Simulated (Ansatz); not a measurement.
# Gd: the cost of one run

Program: Ansatz 0.2.0. Level of theory: DFT, PBE, PAW with Ansatz's default frozen-core files, scalar-relativistic. These are calculated values, not measurements.

1 further run of the same task is left out (it didn't finish). Runs told in other sessions of the task aren't counted.

### Step 1. Starting point

It takes space group P-3m1 (No. 164, trigonal). Conventional cell: a = 3.656 Å, b = 3.656 Å, c = 11.780 Å, α = 90.00°, β = 90.00°, γ = 120.00°. Gd (site symmetry -3m) is surrounded by 12 Gd at 3.60 to 3.66 Å. Gd (site symmetry -3m) is surrounded by 12 Gd at 3.64 to 3.66 Å. Gd (site symmetry 3m) has 12 Gd at 3.60 to 3.66 Å in its first shell of neighbours.

Coordinates:

```cif
data_structure
_symmetry_space_group_name_H-M 'P-3m1'
_symmetry_Int_Tables_number 164
_cell_length_a 3.6555
_cell_length_b 3.6555
_cell_length_c 11.7796
_cell_angle_alpha 90.000
_cell_angle_beta 90.000
_cell_angle_gamma 120.000
_cell_volume 136.32
loop_
_atom_site_label
_atom_site_type_symbol
_atom_site_symmetry_multiplicity
_atom_site_Wyckoff_symbol
_atom_site_fract_x
_atom_site_fract_y
_atom_site_fract_z
_atom_site_occupancy
Gd1 Gd 1 a 0.00000 0.00000 0.00000 1
Gd2 Gd 1 b 0.00000 0.00000 0.50000 1
Gd3 Gd 2 d 0.33333 0.66667 0.24808 1
```

The file gives the conventional cell by its symmetry; the runs use the cell typed in the input.

Atoms are numbered in the order of the input: Gd1, Gd2, Gd3, Gd4.

### Step 2. Free moments from the typed start, PAW

Input file input.yaml:

```yaml
crystal:
  lattice:
    - [3.6555206459, 0.0, 0.0]
    - [-1.827760323, 3.1657737434, 0.0]
    - [0.0, 0.0, 11.77960696]
  atoms:
    - { symbol: Gd, position: [0.0, 0.0, 0.0], spin: 7.0 }
    - { symbol: Gd, position: [0.0, 0.0, 0.5], spin: -7.0 }
    - { symbol: Gd, position: [0.3333333333, 0.6666666667, 0.24808348], spin: 7.0 }
    - { symbol: Gd, position: [0.6666666667, 0.3333333333, 0.75191652], spin: 7.0 }
magnetization:
  spin_polarized: true
kpoints:
  mp_grid: { grid: [9, 9, 3] }
scf:
  occupations: { method: fermi_dirac, width: 0.05 }
hamiltonian:
  xc: pbe
  pseudopotentials: { kind: paw }
output:
  forces: true
  stress: true
  eigenvalues: true
  populations: true
```

Started as:

```
ansatz run input.yaml --threads 2 --pin off --max-ram 6144MiB --backend cpu --events-out ev --progress --plain --runs-dir out
```

Q: Estimate wall time and peak memory on 2 threads of Arm Neoverse V2, shared host.

About 26 s, with a peak of 0.71 GiB.
